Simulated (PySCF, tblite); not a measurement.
# C4H9BF2Si2: geometry, infrared bands and NMR shifts

Wanted: the infrared bands and NMR shifts of C4H9BF2Si2 (`C#C[SiH2]C[C@@H]([SiH3])B(F)F`), by calculation.

Programs: tblite 0.8.0 and PySCF 2.14.0, with density-fitted response routines of our own. Each step states its level of theory. These are calculated values for one molecule in the gas phase, unless marked as measured. Atoms are numbered from 0 throughout.

### Step 1. Starting geometry

18 atoms, charge 0, multiplicity 1; geometry from: force field or distance geometry start.

Bonds of the start (Å): C0–C1 1.21, C1–Si2 1.80, Si2–C3 1.90, C3–C4 1.55, C4–Si5 1.88, C4–B6 1.59, B6–F7 1.44, B6–F8 1.45, C0–H9 1.05, Si2–H10 1.47, Si2–H11 1.47, C3–H12 1.09, C3–H13 1.11, C4–H14 1.11, Si5–H15 1.46, Si5–H16 1.47, Si5–H17 1.47.

### Step 2. Relaxing the molecule with GFN2-xTB

Job settings and geometry (Å):

```
{"job": {"kind": "relax", "xc": "GFN2-xTB", "basis": "xTB"}, "charge": 0, "multiplicity": 1}
C      3.592900     0.385700     0.516800
C      2.718600    -0.253900    -0.032900
Si     1.431900    -1.233900    -0.832800
C     -0.136800    -0.182300    -1.019200
C     -0.692600     0.283300     0.350600
Si    -2.036700     1.569900     0.075300
B     -1.310400    -0.911300     1.197200
F     -2.376900    -1.716200     0.666300
F     -0.752100    -1.237800     2.497100
H      4.335700     0.955800     0.997300
H      1.881400    -1.638700    -2.173000
H      1.131000    -2.433700    -0.035600
H      0.134000     0.691300    -1.621200
H     -0.896000    -0.776500    -1.569000
H      0.113600     0.777900     0.933300
H     -3.135900     0.983300    -0.686500
H     -1.471500     2.717300    -0.654800
H     -2.539000     2.026100     1.379500
```

The run is started by

```
> OMP_NUM_THREADS=1 python probes_run.py task.json out
```

One launch serves the whole session: the jobs run in the order shown.

**Question.** This job is followed by: GFN2-xTB harmonic vibrations, gas phase; GIAO PBE0/pcSseg-1 NMR shielding, non-relativistic, gas phase. Predict these results of the whole session: strongest single infrared mode (GFN2-xTB); zero-point energy (GFN2-xTB); 13C shifts against TMS (PBE0/pcSseg-1); 1H shifts against TMS (PBE0/pcSseg-1, means over atoms taken as alike); 29Si shifts against TMS (PBE0/pcSseg-1); 11B shifts against BF3·OEt2 (PBE0/pcSseg-1); 19F shifts against CFCl3 (PBE0/pcSseg-1, means over atoms taken as alike).

The runs gave:

```
                                                                 quantity                                         value
                                strongest single infrared mode (GFN2-xTB)                          764 cm⁻¹, 505 km/mol
                                             zero-point energy (GFN2-xTB)                                 70.6 kcal/mol
                                   13C shifts against TMS (PBE0/pcSseg-1)                    105.2, 86.2, 11.1, 7.2 ppm
   1H shifts against TMS (PBE0/pcSseg-1, means over atoms taken as alike)  4.61, 4.31, 4.05, 1.92, 1.42, 0.98, 0.84 ppm
                                  29Si shifts against TMS (PBE0/pcSseg-1)                              -58.9, -60.9 ppm
                              11B shifts against BF3·OEt2 (PBE0/pcSseg-1)                                      28.9 ppm
19F shifts against CFCl3 (PBE0/pcSseg-1, means over atoms taken as alike)                                     -73.4 ppm
```

**Reading.** Relaxing lowered the energy by 0.696 eV in 69 steps; the close pair that moved most is B6–F8, from 1.452 to 1.326 Å. No mode is imaginary among the 48: a minimum at this level. Unscaled tight-binding wavenumbers are off by several per cent, some by more. Its intensities can rank the bands wrongly.
